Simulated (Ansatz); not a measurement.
## HfIn4SiO6 in Ansatz: the effect of functional

The system is HfIn4SiO6.

```xyz
12
Lattice="5.6987 0.0038 0.0156 -0.7051 6.1082 -0.0057 -2.7372 -1.3956 6.6308" Properties=species:S:1:pos:R:3 pbc="T T T"
Hf    0.2972   -0.0900    0.8831
In   -0.4860    5.0863    4.8335
In    2.9601   -0.6377    3.2997
In   -0.4663    2.2403    3.5350
In    2.4974    2.6606    1.3677
Si    2.2933    1.4988    5.6832
O     0.7088    1.2617    5.2639
O     3.2588    1.4387    4.3619
O     5.4139    1.6003    0.0368
O     2.4594    2.8937    6.5395
O    -0.6297   -0.1526    2.6118
O     2.1007    0.3624    1.4524
```

The cell was built by a generator and needn't be a form met in nature.

Alike in all runs:

- Program: Ansatz 0.2.0
- Task: band structure
- Potentials or basis: all-electron LAPW, scalar-relativistic
- Basis error allowed: 0.002 eV/atom
- k mesh: 4 × 4 × 3
- Occupations: fermi-dirac, width 0.05 eV
- Spin: no spin polarisation

```csv
functional,cutoff,gap on the mesh (eV),pressure (GPa),largest force (eV/Å)
revPBE,493 eV (chosen from the basis error),1.02,1.8,0.14
LDA,494 eV (chosen from the basis error),0.96,-5.8,0.49
RPBE,493 eV (chosen from the basis error),?,?,?
```

Task: What does the run with functional RPBE give?

Result: gap on the mesh 1.03 eV; pressure 2.5 GPa; largest force 0.18 eV/Å.

Caveats: spin-orbit coupling is left out, which moves the levels of the heavy elements.

A k mesh can miss the band edges.
